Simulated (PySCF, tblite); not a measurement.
# C4H3N2Si radical: geometry, infrared bands and EPR parameters

Wanted: the infrared bands and EPR parameters of C4H3N2Si radical (`N#CC1=C[C]=N[SiH2]1`), by calculation.

Computed with tblite 0.8.0 and PySCF 2.14.0, with density-fitted response routines of our own, on a single molecule in the gas phase. Atoms count from 0, in the outputs and in this text.

**1. The starting structure**

10 atoms, charge 0, multiplicity 2; geometry from: force field or distance geometry start.

Bonds of the start (Å): N0–C1 1.16, C1–C2 1.40, C2–C3 1.31, C3–C4 1.41, C4–N5 1.27, N5–Si6 1.80, Si6–C2 1.86, C3–H7 1.12, Si6–H8 1.46, Si6–H9 1.45.

**2. Relaxing the molecule with GFN2-xTB**

Job settings and geometry (Å):

```
{"job": {"kind": "relax", "xc": "GFN2-xTB", "basis": "xTB"}, "charge": 0, "multiplicity": 2}
N      2.891800     0.976700     0.415900
C      1.832100     0.507800     0.297400
C      0.561500    -0.070900     0.197300
C      0.052100    -1.214100     0.582500
C     -1.307300    -1.448600     0.299800
N     -1.994500    -0.578900    -0.325000
Si    -0.869600     0.786300    -0.636400
H      0.701600    -1.943900     1.130900
H     -1.236400     2.008000     0.069700
H     -0.622600     0.982300    -2.054600
```

Started as:

```console
$ OMP_NUM_THREADS=1 python probes_run.py task.json out
```

This one command runs all jobs of the session in turn.

**Question.** This job is followed by: GFN2-xTB harmonic vibrations, gas phase; UKS B3LYP, pcH-1 on C H N Si, non-relativistic, mean-field spin-orbit, GIAO. What will the session give for the following? strongest single infrared mode (GFN2-xTB); zero-point energy (GFN2-xTB); g(iso) (B3LYP); ⟨S²⟩; largest a(iso) (averaged by class); potential on the surface of density 0.002 e/bohr³, 1st and 99th percentile.

The runs gave:

```
                                                                  quantity                  value
                                 strongest single infrared mode (GFN2-xTB)  2380 cm⁻¹, 384 km/mol
                                              zero-point energy (GFN2-xTB)          34.0 kcal/mol
                                                            g(iso) (B3LYP)                2.00121
                                                                      ⟨S²⟩     0.754 (exact 0.75)
                                        largest a(iso) (averaged by class)   13C on C4, 478.1 MHz
potential on the surface of density 0.002 e/bohr³, 1st and 99th percentile     -1.60 V and 2.25 V
```

**Reading.** Relaxing lowered the energy by 0.353 eV in 30 steps; the close pair that moved most is C2–Si6, from 1.865 to 1.928 Å. The lowest mode is imaginary (84i cm⁻¹), so the xTB geometry is not a minimum: the zero-point energy counts the real modes alone, and all values at this geometry belong to a saddle point. The strongest single mode, at 2380 cm⁻¹, moves mainly H8 and H9. Unscaled tight-binding wavenumbers are off by several per cent, some by more. Its intensities can rank the bands wrongly. C4 carries the largest spin population, 0.71 e. The isotropic g lies 1.1 ppt below the free-electron value. The conformer search found further structures of the same energy, which may be mirror or relabelled copies of this one.
